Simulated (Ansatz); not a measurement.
Here is an Ansatz input file for Al₂O₃, space group P-6m2. Write the same calculation for the Python package.

```yaml
crystal:
  lattice:
    - [2.884325, 0.0, 0.0]
    - [-1.442162, 2.497899, 0.0]
    - [0.0, 0.0, 9.336754]
  atoms:
    - { symbol: Al, position: [0.0, 0.0, 0.149992] }
    - { symbol: Al, position: [0.0, 0.0, 0.850008] }
    - { symbol: O, position: [0.3333333333333333, 0.6666666666666666, 0.222317] }
    - { symbol: O, position: [0.6666666666666666, 0.3333333333333333, 0.0] }
    - { symbol: O, position: [0.3333333333333333, 0.6666666666666666, 0.777683] }
kpoints:
  mp_grid:
    grid: [12, 12, 4]
  band_path:
    path:
      - [0.0, 0.0, 0.0]
      - [0.5, 0.0, 0.0]
      - [0.33333, 0.33333, 0.0]
      - [0.0, 0.0, 0.0]
      - [0.0, 0.0, 0.5]
      - [0.5, 0.0, 0.5]
      - [0.33333, 0.33333, 0.5]
    npoints: 10
hamiltonian:
  xc: pbesol
scf:
  n_extra_bands: 6
  occupations:
    method: fixed
output:
  dos:
    de: 0.1
    method: tetrahedron
    nscf_kmesh:
      kspacing: 0.16
  eigenvalues: true
```

`run_bands.py`:
```python
"""Bands of Al2O3 along a path through the zone."""

import sys

import ansatz as az
import numpy as np
from pymatgen.core import Lattice, Structure
from pymatgen.io.ase import AseAtomsAdaptor

pmg_structure = Structure(
    Lattice([(2.884325, 0.0, 0.0), (-1.442162, 2.497899, 0.0), (0.0, 0.0, 9.336754)]),
    ["Al", "Al", "O", "O", "O"],
    [
        (0.0, 0.0, 0.149992),
        (0.0, 0.0, 0.850008),
        (1 / 3, 2 / 3, 0.222317),
        (2 / 3, 1 / 3, 0.0),
        (1 / 3, 2 / 3, 0.777683),
    ],
)
structure = az.Crystal.from_ase(AseAtomsAdaptor.get_atoms(pmg_structure))

# high-symmetry points in fractions of the reciprocal vectors
path = [
    ("G", (0.0, 0.0, 0.0)),
    ("M", (0.5, 0.0, 0.0)),
    ("K", (0.33333, 0.33333, 0.0)),
    ("G", (0.0, 0.0, 0.0)),
    ("A", (0.0, 0.0, 0.5)),
    ("L", (0.5, 0.0, 0.5)),
    ("H", (0.33333, 0.33333, 0.5)),
]
base = (
    structure.calculation()
    .kpoints(12, 12, 4)  # the mesh must be finer for metals
    .functional("pbesol")
    .occupations(az.OccupationsMethod.FIXED)
    .band_structure([point for _, point in path], intervals=10)  # levels along the path at the converged density
    .scf(extra_bands=6)
    .density_of_states(energy_step=0.1, method="tetrahedron", nscf_kmesh_spacing=0.16)
    .band_table()
)
try:
    outcome = base.run()
except az.NonConvergedError as error:
    sys.exit(f"no convergence: {error}")
except az.RefusalError as error:
    sys.exit(f"input refused: {error}")
data = outcome.report

n_atoms = len(data["lattice"]["sites"])
print("F =", round(data["free_energy_ev"], 4), "eV for", n_atoms, "atoms")
print("E(sigma -> 0) =", round(data["energy_sigma0_ev"], 4), "eV, TS =", round(data["entropy_ts_ev"], 5), "eV")
print("closed by", data["closed_by"], "after", data["n_iterations"], "iterations")

dos = outcome.density_of_states()
energy = np.asarray(dos.energies_ev) - dos.fermi_ev
top = min(levels[-1] for levels in data["eigenvalues_ev"]) - dos.fermi_ev  # the computed bands end here
total = np.asarray(dos.spin_summed_g_bin_mean_per_ev)
print("E - E_F (eV)   states/eV")
for e in np.arange(-10, min(8, top), 1.0):
    print(f"{e:8.1f} {np.interp(e, energy, total):12.3f}")

bands = outcome.band_structure()
fermi = bands.fermi_energy_ev
print(f"zero of the bands: {fermi:.3f} eV, the Fermi level found on the SCF mesh")
levels = bands.channels[0].eigenvalues_ev - fermi
filled = round(data["n_electrons"]) // 2
valence, conduction = levels[:, filled - 1], levels[:, filled]
print("k (fractions)              top valence  bottom conduction (eV)")
for k, lo, hi in zip(bands.kpoints_frac, valence, conduction):
    print(f"{k[0]:7.3f} {k[1]:7.3f} {k[2]:7.3f} {lo:12.3f} {hi:13.3f}")
print(f"on this path: least direct gap {np.min(conduction - valence):.3f} eV, least gap {conduction.min() - valence.max():.3f} eV")
```

Running `python run_bands.py` prints:
```text
DeckWarning: basis.ecutwfc = 420 eV, auto-derived from the records' recommended cutoffs: set by Al (normal level)
F = -2738.2456 eV for 5 atoms
E(sigma -> 0) = -2738.2456 eV, TS = 0.0 eV
closed by deck_thresholds after 7 iterations
E - E_F (eV)   states/eV
   -10.0        0.000
    -9.0        0.000
    -8.0        0.000
    -7.0        0.000
    -6.0        0.179
    -5.0        2.321
    -4.0        1.474
    -3.0        2.143
    -2.0        5.310
    -1.0        3.711
     0.0        3.125
     1.0        0.000
     2.0        0.000
     3.0        0.000
     4.0        0.000
     5.0        0.127
     6.0        0.189
     7.0        0.351
zero of the bands: 1.819 eV, the Fermi level found on the SCF mesh
k (fractions)              top valence  bottom conduction (eV)
  0.000   0.000   0.000       -0.238         4.757
  0.050  -0.000   0.000       -0.175         4.916
  0.100  -0.000   0.000       -0.071         5.335
  0.150   0.000   0.000       -0.007         5.895
  0.200  -0.000   0.000       -0.008         6.486
  0.250  -0.000   0.000       -0.074         7.014
  0.300   0.000   0.000       -0.200         7.395
  0.350  -0.000   0.000       -0.374         7.603
  0.400  -0.000   0.000       -0.573         7.691
  0.450  -0.000   0.000       -0.609         7.723
  0.500  -0.000   0.000       -0.589         7.731
  0.483   0.033   0.000       -0.545         7.778
  0.467   0.067   0.000       -0.456         7.911
  0.450   0.100   0.000       -0.363         8.117
  0.433   0.133   0.000       -0.278         8.375
  0.417   0.167   0.000       -0.205         8.659
  0.400   0.200   0.000       -0.145         8.944
  0.383   0.233   0.000       -0.098         9.201
  0.367   0.267   0.000       -0.063         9.405
  0.350   0.300   0.000       -0.042         9.484
  0.333   0.333   0.000       -0.035         9.481
  0.300   0.300   0.000       -0.064         9.431
  0.267   0.267   0.000       -0.152         9.093
  0.233   0.233   0.000       -0.291         8.677
  0.200   0.200   0.000       -0.267         8.195
  0.167   0.167   0.000       -0.112         7.610
  0.133   0.133   0.000       -0.016         6.923
  0.100   0.100   0.000        0.009         6.193
  0.067   0.067   0.000       -0.043         5.501
  0.033   0.033   0.000       -0.159         4.967
  0.000   0.000   0.000       -0.238         4.757
  0.000   0.000   0.050       -0.239         4.760
  0.000   0.000   0.100       -0.242         4.768
  0.000   0.000   0.150       -0.247         4.782
  0.000   0.000   0.200       -0.253         4.799
  0.000   0.000   0.250       -0.260         4.818
  0.000   0.000   0.300       -0.267         4.838
  0.000   0.000   0.350       -0.274         4.856
  0.000   0.000   0.400       -0.279         4.871
  0.000   0.000   0.450       -0.283         4.880
  0.000   0.000   0.500       -0.284         4.884
  0.050  -0.000   0.500       -0.216         5.042
  0.100  -0.000   0.500       -0.104         5.458
  0.150   0.000   0.500       -0.034         6.008
  0.200  -0.000   0.500       -0.029         6.577
  0.250  -0.000   0.500       -0.090         7.071
  0.300   0.000   0.500       -0.212         7.421
  0.350  -0.000   0.500       -0.384         7.617
  0.400  -0.000   0.500       -0.581         7.703
  0.450  -0.000   0.500       -0.598         7.735
  0.500  -0.000   0.500       -0.579         7.743
  0.483   0.033   0.500       -0.536         7.789
  0.467   0.067   0.500       -0.447         7.923
  0.450   0.100   0.500       -0.354         8.129
  0.433   0.133   0.500       -0.269         8.387
  0.417   0.167   0.500       -0.197         8.670
  0.400   0.200   0.500       -0.137         8.953
  0.383   0.233   0.500       -0.090         9.208
  0.367   0.267   0.500       -0.056         9.410
  0.350   0.300   0.500       -0.035         9.465
  0.333   0.333   0.500       -0.028         9.462
on this path: least direct gap 4.995 eV, least gap 4.747 eV
```
(Warnings from the package without file and line.)

Absolute energies stand on the zero of these potentials, so only differences at equal settings mean something. A total without «per atom» is that of the cell as typed. Semilocal gaps usually lie well under measured ones. Under fixed occupations the level called the Fermi level is the highest filled one on the SCF mesh; off the mesh a filled band can lie a little above it. The crystal has a gap of about 4.76 eV on the mesh; bins of finite width blur the band edges. This cell is a computed structure, which may not be the phase found in nature. Levels are Kohn-Sham eigenvalues on this mesh. The density of states is complete only as far up as bands were computed. By the engine's processor time: 12 s on 1 thread of Intel(R) Xeon(R) Processor @ 2.30GHz, on a shared host, peak memory 0.59 GiB.

(Lines on the test bed's own set-up are left out of the output.)
